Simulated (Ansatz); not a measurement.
Below is the output of a Python script on Ansatz's Python interface that makes a geometry optimisation of C3H6OSe, SMILES CC1(O)C[Se]1. Write a script that gives it. Level of theory: PBE, def2-SVP basis, multiplicity 1.

| atom | x (Å) | y (Å) | z (Å) |
| --- | --- | --- | --- |
| C | -0.8459 | 0.8491 | -0.1968 |
| C | 0.2712 | -0.0896 | -0.1806 |
| O | 0.7004 | -0.5577 | -1.4280 |
| C | 0.3596 | -1.0856 | 0.8856 |
| Se | 1.6984 | 0.2693 | 1.1138 |
| H | -0.6255 | 1.7885 | -0.8322 |
| H | -1.1179 | 1.2499 | 0.8184 |
| H | -1.7461 | 0.4153 | -0.6554 |
| H | 1.2307 | 0.2152 | -1.7793 |
| H | 0.6864 | -2.0898 | 0.6209 |
| H | -0.5459 | -1.0215 | 1.6543 |

Output of `python opt_c3h6ose.py`:
```text
step   1  E = -70576.519559 eV  max force 2.8453 eV/A
step   2  E = -70576.809768 eV  max force 1.1584 eV/A
step   3  E = -70576.869214 eV  max force 0.6168 eV/A
step   4  E = -70576.877425 eV  max force 0.2754 eV/A
step   5  E = -70576.892402 eV  max force 0.1756 eV/A
step   6  E = -70576.895056 eV  max force 0.0777 eV/A
step   7  E = -70576.895292 eV  max force 0.0335 eV/A
step   8  E = -70576.895346 eV  max force 0.0051 eV/A
step   9  E = -70576.895349 eV  max force 0.0009 eV/A
reference energy    -70576.895380 eV
total energy        -70576.895380 eV
occupied (up, down): [33, 33]  virtual: [85, 85]  frozen: 0
bond        before    after (A)
C0-C1        1.4592   1.5130
C0-H5        1.1553   1.1098
C0-H6        1.1248   1.1051
C0-H7        1.0995   1.1125
C1-O2        1.3998   1.3758
C1-C3        1.4617   1.4758
C1-Se4       1.9599   2.0680
O2-H8        1.0010   0.9762
C3-Se4       1.9184   1.9849
C3-H9        1.0887   1.1027
C3-H10       1.1895   1.1029
```

One script that gives this output:

`opt_c3h6ose.py`:
```python
# -*- coding: utf-8 -*-
import ansatz
import numpy as np


def main():
    geometry_ang = [
        ("C", [-0.8459, 0.8491, -0.1968]),
        ("C", [0.2712, -0.0896, -0.1806]),
        ("O", [0.7004, -0.5577, -1.428]),
        ("C", [0.3596, -1.0856, 0.8856]),
        ("Se", [1.6984, 0.2693, 1.1138]),
        ("H", [-0.6255, 1.7885, -0.8322]),
        ("H", [-1.1179, 1.2499, 0.8184]),
        ("H", [-1.7461, 0.4153, -0.6554]),
        ("H", [1.2307, 0.2152, -1.7793]),
        ("H", [0.6864, -2.0898, 0.6209]),
        ("H", [-0.5459, -1.0215, 1.6543]),
    ]
    geometry = ansatz.Crystal.molecule()
    for symbol, xyz in geometry_ang:
        geometry = geometry.atom(symbol, xyz)

    calculation = geometry.calculation()
    calculation = calculation.basis(gaussian="def2-SVP").functional("PBE")
    symbols = [site.symbol for site in geometry.cartesian_sites]
    start = np.array([site.position_ang for site in geometry.cartesian_sites], dtype=float)
    def progress(event):
        if event["event"] == "relax_step":
            row = event["data"]
            print(f"step {row['step']:3d}  E = {row['lagrangian_ev']:.6f} eV  max force {row['allowed_force_max_ev_ang']:.4f} eV/A")


    summary = calculation.relax(force_tolerance=0.005).session().plan().execute(on_event=progress).report
    end = np.array(summary["positions_ang"])

    print("reference energy %16.6f eV" % summary["reference_energy_ev"])
    print("total energy     %16.6f eV" % summary["free_energy_ev"])
    print("occupied (up, down):", summary["n_occupied"], " virtual:", summary["n_virtual"], " frozen:", summary["n_frozen"])

    print("bond        before    after (A)")
    for i, j in [(0, 1), (0, 5), (0, 6), (0, 7), (1, 2), (1, 3), (1, 4), (2, 8), (3, 4), (3, 9), (3, 10)]:
        d0, d1 = (np.linalg.norm(xyz[i] - xyz[j]) for xyz in (start, end))
        print(f"{symbols[i]}{i}-{symbols[j]}{j}".ljust(10), f"{d0:8.4f} {d1:8.4f}")
    with open("c3h6ose_opt.xyz", "w") as handle:
        handle.write(f"{len(symbols)}\nrelaxed C3H6OSe\n")
        handle.writelines(f"{s:2s} {x:11.6f} {y:11.6f} {z:11.6f}\n" for s, (x, y, z) in zip(symbols, end))


if __name__ == "__main__":
    main()
```

Total energies depend on the basis set; only differences at equal settings carry meaning. The end point is the stationary point reached from this start; no frequency run checks that it is a minimum, and the basis set is modest. Wall time of the script: 52 s on 1 thread of Arm Neoverse V1 (shared host), peak memory 0.23 GiB.

(A comment or docstring line of the script was reworded after the run, the code is as it ran; lines on the test bed's own set-up are left out of the output.)
